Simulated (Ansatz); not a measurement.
# C₄H₁₅N₂SbSi: basis-set convergence

Aim: see how fast density functionals converge with the basis set for C₄H₁₅N₂SbSi.

Method: one geometry, several basis sets; program: Ansatz 0.2.0, Gaussian basis.

The runs, in order: PBE0-D4/def2-SVP; ωB97M-V/def2-SVP; PBE0-D4/def2-QZVPP; ωB97M-V/def2-QZVPP; the functionals' def2-TZVPP values are taken from earlier runs.

1 further run of the same task is left out (it didn't finish).

**1. The geometry**

An earlier PBE0-D4 in a triple-zeta def2 set relaxation fixed the geometry. Sb takes the def2 core potential; no spin-orbit term is included.

SMILES `C[N](C)[Sb]([SiH3])[N](C)C`, 23 atoms, charge 0, spin multiplicity 1.

Atoms are counted from 1 here; the program's logs count them from 0.

Bond lengths: C1–N2 1.443 Å, C1–H9 1.097 Å, C1–H10 1.094 Å, C1–H11 1.103 Å, N2–C3 1.446 Å, N2–Sb4 2.054 Å, C3–H12 1.097 Å, C3–H13 1.092 Å, C3–H14 1.103 Å, Sb4–Si5 2.610 Å, Sb4–N6 2.028 Å, Si5–H15 1.490 Å, Si5–H16 1.488 Å, Si5–H17 1.490 Å, N6–C7 1.441 Å, N6–C8 1.442 Å, C7–H18 1.103 Å, C7–H19 1.091 Å and more. Angles: N2–C1–H9 109.5°, N2–C1–H10 110.8°, N2–C1–H11 114.2°, H9–C1–H10 107.2°, H9–C1–H11 107.0°, H10–C1–H11 107.8°, C1–N2–C3 112.0°, C1–N2–Sb4 116.4°, C3–N2–Sb4 113.4°, N2–C3–H12 109.5°, N2–C3–H13 110.0°, N2–C3–H14 113.8°, H12–C3–H13 107.6°, H12–C3–H14 107.3°, H13–C3–H14 108.5°, N2–Sb4–Si5 92.4°, N2–Sb4–N6 91.6°, Si5–Sb4–N6 99.1° and more.

**2. PBE0-D4 in def2-SVP**

Contents of in.yaml:

```yaml
crystal:
  periodic: [false, false, false]
  atoms:
    - {symbol: C, position_ang: [2.471387, 1.097382, -0.115736]}
    - {symbol: N, position_ang: [1.490968, 0.079334, 0.173973]}
    - {symbol: C, position_ang: [2.098241, -1.120402, 0.706703]}
    - {symbol: Sb, position_ang: [0.099250, -0.291762, -1.290365]}
    - {symbol: Si, position_ang: [-0.728474, 2.183387, -1.284544]}
    - {symbol: N, position_ang: [-1.200189, -1.067255, 0.059935]}
    - {symbol: C, position_ang: [-1.579316, -0.280004, 1.206296]}
    - {symbol: C, position_ang: [-2.274325, -1.880925, -0.452641]}
    - {symbol: H, position_ang: [3.018287, 1.351653, 0.800862]}
    - {symbol: H, position_ang: [1.987687, 2.012959, -0.469472]}
    - {symbol: H, position_ang: [3.222803, 0.800921, -0.867452]}
    - {symbol: H, position_ang: [2.596775, -0.887446, 1.656078]}
    - {symbol: H, position_ang: [1.329614, -1.868941, 0.912373]}
    - {symbol: H, position_ang: [2.854651, -1.569411, 0.040496]}
    - {symbol: H, position_ang: [-2.173817, 2.185794, -1.647611]}
    - {symbol: H, position_ang: [-0.563176, 2.837224, 0.042153]}
    - {symbol: H, position_ang: [-0.004507, 2.991797, -2.305704]}
    - {symbol: H, position_ang: [-2.415016, 0.409376, 0.998251]}
    - {symbol: H, position_ang: [-0.724452, 0.300402, 1.558007]}
    - {symbol: H, position_ang: [-1.897661, -0.939473, 2.024458]}
    - {symbol: H, position_ang: [-2.602898, -2.594779, 0.313899]}
    - {symbol: H, position_ang: [-1.940183, -2.457687, -1.319548]}
    - {symbol: H, position_ang: [-3.160548, -1.298945, -0.754812]}
basis:
  gaussian: {orbitals: def2-SVP}
hamiltonian: {xc: pbe0, dispersion: d4}
output: {orbitals: {seedname: orbitals}}
```

After this run come: ωB97M-V in def2-SVP; PBE0-D4 in def2-QZVPP; ωB97M-V in def2-QZVPP.

Q: Predict the results of all the runs planned. Wanted: PBE0-D4: double and triple zeta above quadruple; ωB97M-V: double and triple zeta above quadruple.

As calculated:

| quantity | value |
| --- | --- |
| PBE0-D4: double and triple zeta above quadruple | 12.01, 0.76 eV |
| ωB97M-V: double and triple zeta above quadruple | 12.49, 0.74 eV |

In words: For PBE0-D4 the step from double to triple zeta gains 11.25 eV and the next only 0.76 eV. These are total energies; as a rule much of such shifts cancels in differences, which this series doesn't test.
